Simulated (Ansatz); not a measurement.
# CH9AlBNSi: a ladder of functionals and wavefunction methods

One table from this session's results is given with a row withheld; the runs are named, their logs left out.

Program: Ansatz 0.2.0, Gaussian basis. Level of theory: functionals in def2-TZVPP, the program's frozen cores in correlated methods. These are calculated values, not measurements.

Levels to be run: PBE-D4, r2SCAN-D4, PBE0-D4, B3LYP-D4, ωB97X-V, ωB97M-V, B2PLYP; CCSD(T)/def2-TZVPP; MP2/def2-QZVPP; extrapolation to the limit.

### The relaxed structure

All runs share one geometry, relaxed beforehand with PBE0-D4 in a triple-zeta def2 set.

SMILES `BN([SiH3])[CH2][AlH2]`, 14 atoms, charge 0, spin multiplicity 1.

Atoms are counted from 1 here; the program's logs count them from 0.

Bond lengths: B1–N2 1.377 Å, B1–H6 1.192 Å, B1–H7 1.237 Å, N2–Si3 1.756 Å, N2–C4 1.483 Å, Si3–H8 1.482 Å, Si3–H9 1.485 Å, Si3–H10 1.485 Å, C4–Al5 1.995 Å, C4–H11 1.096 Å, C4–H12 1.096 Å, Al5–H13 1.590 Å, Al5–H14 1.590 Å. Angles: N2–B1–H6 125.4°, N2–B1–H7 118.9°, H6–B1–H7 115.7°, B1–N2–Si3 124.3°, B1–N2–C4 118.9°, Si3–N2–C4 116.8°, N2–Si3–H8 109.0°, N2–Si3–H9 108.7°, N2–Si3–H10 108.7°, H8–Si3–H9 110.8°, H8–Si3–H10 110.8°, H9–Si3–H10 108.7°, N2–C4–Al5 102.5°, N2–C4–H11 109.5°, N2–C4–H12 109.5°, Al5–C4–H11 114.2°, Al5–C4–H12 114.2°, H11–C4–H12 106.8° and more.

Set-up of the first run:

File in.yaml:

```yaml
crystal:
  periodic: [false, false, false]
  atoms:
    - {symbol: B, position_ang: [-0.340617, 0.619239, 1.231056]}
    - {symbol: N, position_ang: [0.233027, -0.229491, 0.310377]}
    - {symbol: Si, position_ang: [1.360869, -1.512810, 0.716769]}
    - {symbol: C, position_ang: [-0.108951, -0.069536, -1.123825]}
    - {symbol: Al, position_ang: [-1.382009, 1.466520, -1.096875]}
    - {symbol: H, position_ang: [-0.148095, 0.593030, 2.406670]}
    - {symbol: H, position_ang: [-1.124197, 1.490365, 0.834928]}
    - {symbol: H, position_ang: [1.580205, -1.516277, 2.182357]}
    - {symbol: H, position_ang: [0.791530, -2.807996, 0.265156]}
    - {symbol: H, position_ang: [2.635255, -1.273518, -0.007273]}
    - {symbol: H, position_ang: [-0.538654, -1.003369, -1.503208]}
    - {symbol: H, position_ang: [0.805351, 0.114211, -1.699063]}
    - {symbol: H, position_ang: [-0.831780, 2.928065, -1.395857]}
    - {symbol: H, position_ang: [-2.944634, 1.172471, -1.092514]}
basis:
  gaussian: {orbitals: def2-TZVPP}
hamiltonian: {xc: pbe, dispersion: d4}
output: {forces: true, orbitals: {seedname: orbitals}}
```

Launch:

```console
$ ansatz run in.yaml --threads 4 --pin off --events-out ev --progress --plain --max-ram 10444MiB
```

Among the steps run: PBE-D4 (GGA); r2SCAN-D4 (meta-GGA); PBE0-D4 (hybrid); B3LYP-D4 (hybrid); ωB97X-V (range-separated); ωB97M-V (range-separated); B2PLYP (double hybrid); CCSD(T) in def2-TZVPP; MP2 in def2-QZVPP.

One table of the session follows, with a row left open; its other results are not shown here.

```
            method  atomisation energy (kJ/mol)
            PBE-D4                       4669.1
         r2SCAN-D4                            ?
           PBE0-D4                       4630.4
          B3LYP-D4                       4667.9
           ωB97X-V                       4680.3
           ωB97M-V                       4672.7
            B2PLYP                       4601.8
     HF/def2-TZVPP                       3491.1
    MP2/def2-TZVPP                       4554.5
   CCSD/def2-TZVPP                       4480.7
CCSD(T)/def2-TZVPP                       4533.8
           MP2/CBS                       4668.4
       CCSD(T)/CBS                       4647.7
```

Q: Estimate the row for r2SCAN-D4 from the others.

**Answer.** atomisation energy (kJ/mol): 4654.8. In the column «atomisation energy (kJ/mol)» it lies between CCSD(T)/CBS (4647.7) and B3LYP-D4 (4667.9).
